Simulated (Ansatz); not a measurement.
Working through a single point in a Gaussian basis of CH5F2NSi, SMILES FC(F)N[SiH3]

Program: the Ansatz DFT code, driven from Python.

At the Python prompt:
```pycon
>>> import ansatz as az
>>> import numpy as np
>>> GEOMETRY = """
... F    -1.35540   -2.07480   -0.23020
... C    -0.75860   -1.03510    0.40410
... F     0.03480   -1.61830    1.28960
... N     0.09200   -0.30980   -0.57390
... Si    0.86850    1.07930   -0.21250
... H    -1.49870   -0.40710    0.92820
... H    -0.56240   -0.16060   -1.36110
... H     1.88790    0.82180    0.86440
... H    -0.13750    2.08350    0.30570
... H     1.51240    1.57000   -1.41150
... """
>>> system = az.Crystal.molecule()
>>> for line in GEOMETRY.strip().splitlines():
...     symbol, *xyz = line.split()
...     system = system.atom(symbol, [float(v) for v in xyz])
...
>>> setup = system.calculation()
>>> setup = setup.basis(gaussian="cc-pVDZ")
>>> setup = setup.functional("pbe0", dispersion="d4")
>>> setup = setup.forces()
>>> print(setup.to_yaml())
crystal:
  periodic: [false, false, false]
  atoms:
    - { symbol: F, position_ang: [-1.3554, -2.0748, -0.2302] }
    - { symbol: C, position_ang: [-0.7586, -1.0351, 0.4041] }
    - { symbol: F, position_ang: [0.0348, -1.6183, 1.2896] }
    - { symbol: "N", position_ang: [0.092, -0.3098, -0.5739] }
    - { symbol: Si, position_ang: [0.8685, 1.0793, -0.2125] }
    - { symbol: H, position_ang: [-1.4987, -0.4071, 0.9282] }
    - { symbol: H, position_ang: [-0.5624, -0.1606, -1.3611] }
    - { symbol: H, position_ang: [1.8879, 0.8218, 0.8644] }
    - { symbol: H, position_ang: [-0.1375, 2.0835, 0.3057] }
    - { symbol: H, position_ang: [1.5124, 1.57, -1.4115] }
basis:
  gaussian:
    orbitals: cc-pVDZ
hamiltonian:
  xc: pbe0
  dispersion: d4
output:
  forces: true
>>> res = setup.run()

>>> summary = res.report
>>> summary["mean_field"]["state"]["spin_squared"]
1.0302869668521453e-13
>>> for key in ("converged", "free_energy_ev", "reference_energy_ev", "n_frozen", "n_occupied", "n_virtual"):
...     print(f"{key:22s} {summary[key]}")
...
converged              True
free_energy_ev         -15908.517740123994
reference_energy_ev    -15908.367662360028
n_frozen               0
n_occupied             [25, 25]
n_virtual              [74, 74]
>>> symbols = [site.symbol for site in system.cartesian_sites]
>>> forces = np.array(summary["forces_ev_ang"])
>>> print("largest force", round(float(np.linalg.norm(forces, axis=1).max()), 4), "eV/A, rms", round(float(np.sqrt((forces ** 2).mean())), 4))
largest force 6.1325 eV/A, rms 1.4666
>>> charges = summary["charge_distribution"]
>>> print("dipole moment", round(4.803205 * float(np.linalg.norm(charges["dipole_moment_e_ang"])), 3), "D")
dipole moment 2.073 D
>>> print("Mulliken:", [(s, round(q, 3)) for s, q in zip(symbols, charges["mulliken_charges_e"])])
Mulliken: [('F', -0.202), ('C', 0.448), ('F', -0.172), ('N', -0.317), ('Si', 0.26), ('H', 0.035), ('H', 0.131), ('H', -0.044), ('H', -0.089), ('H', -0.05)]
```

Total energies depend on the basis set; only differences at equal settings carry meaning. The geometry is a force-field or estimated start, not a minimum of this method, and the basis set is short of its limit. Total less reference energy is the dispersion correction. Run time: 6.7 s on 1 thread of Intel(R) Xeon(R) Platinum 8488C (Sapphire Rapids), on a shared host, peak memory 0.27 GiB.

(Lines on the test bed's own set-up are left out of the output.)
